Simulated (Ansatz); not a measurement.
# Co (hcp type): how the settings move a relaxation

Question: which choices in the input matter for Co (hcp type)?

Computed with Ansatz 0.2.0 (reference: DFT, LDA, PAW with Ansatz's default frozen-core files, scalar-relativistic, unless a step's input says otherwise).

**1. The system as given**

It takes space group P6_3/mmc (No. 194, hexagonal). The conventional cell has a = 2.103 Å, b = 2.103 Å, c = 3.394 Å, α = 90.00°, β = 90.00°, γ = 120.00°. Co (site symmetry -6m2) has 12 Co at 2.09 to 2.10 Å in its first shell of neighbours.

Structure file:

```
Co
1.0
     2.10337    0.00000    0.00000
    -1.05168    1.82157    0.00000
     0.00000    0.00000    3.39424
Co
2
Direct
  0.33333 0.66667 0.25000
  0.66667 0.33333 0.75000
```

**2. Baseline**

input.yaml reads:

```yaml
crystal:
  lattice:
    - [2.103366657, 0.0, 0.0]
    - [-1.0516833285, 1.8215689584, 0.0]
    - [0.0, 0.0, 3.394243601]
  atoms:
    - { symbol: Co, position: [0.3333333333, 0.6666666667, 0.25], spin: 1.7 }
    - { symbol: Co, position: [0.6666666667, 0.3333333333, 0.75], spin: 1.7 }
magnetization:
  spin_polarized: true
kpoints:
  mp_grid: { grid: [18, 18, 10] }
scf:
  occupations: { method: fermi_dirac, width: 0.1 }
hamiltonian:
  xc: lda
  pseudopotentials: { kind: paw }
output:
  forces: true
  stress: true
relax:
  f_tol: 0.005
  max_steps: 30
  cell: { stress_tol: 0.27, fix: [volume] }
```

Started as:

```
ansatz run input.yaml --threads 1 --pin off --max-ram 3072MiB --backend cpu --events-out ev --progress --plain --runs-dir out
```

**3. Changing settings: xc r2scan, ecutrho_ratio 4, accuracy high**

input.yaml: that of step 2 with these lines changed.

```diff
@@ -15,3 +15,3 @@
 hamiltonian:
-  xc: lda
+  xc: r2scan
   pseudopotentials: { kind: paw }
@@ -24 +24,4 @@
   cell: { stress_tol: 0.27, fix: [volume] }
+basis:
+  ecutrho_ratio: 4
+accuracy: high
```

What does the calculation give? Wanted: for each run, ending; energy change; pressure; abs. moment; force.

As calculated:

| run | ending | energy change | pressure (GPa) | abs. moment (μB) | force (eV/Å) | cycles | time |
| --- | --- | --- | --- | --- | --- | --- | --- |
| reference | converged | - | 303.2 | 0.00 | 0.00 | 31 | 50 s |
| 1: xc r2scan, ecutrho_ratio 4, accuracy high | converged | not comparable | 334.0 | 1.91 | 0.00 | 33 | 77 s |

What this shows: A change of functional puts the total energy on another scale; the pressure goes from 303.2 to 334.0 GPa and the absolute moment goes from 0.00 to 1.91 μB. The numerical grids and accuracy level changed too. Cost: 33 SCF cycles against 31, 77 s against 50 s. The structure is not at rest: the sound run finds 303 GPa, so these are no properties of the relaxed crystal. 

At pressures up to 334 GPa the PAW spheres may overlap and frozen cores may not hold, so those PAW values are rough without an all-electron check.
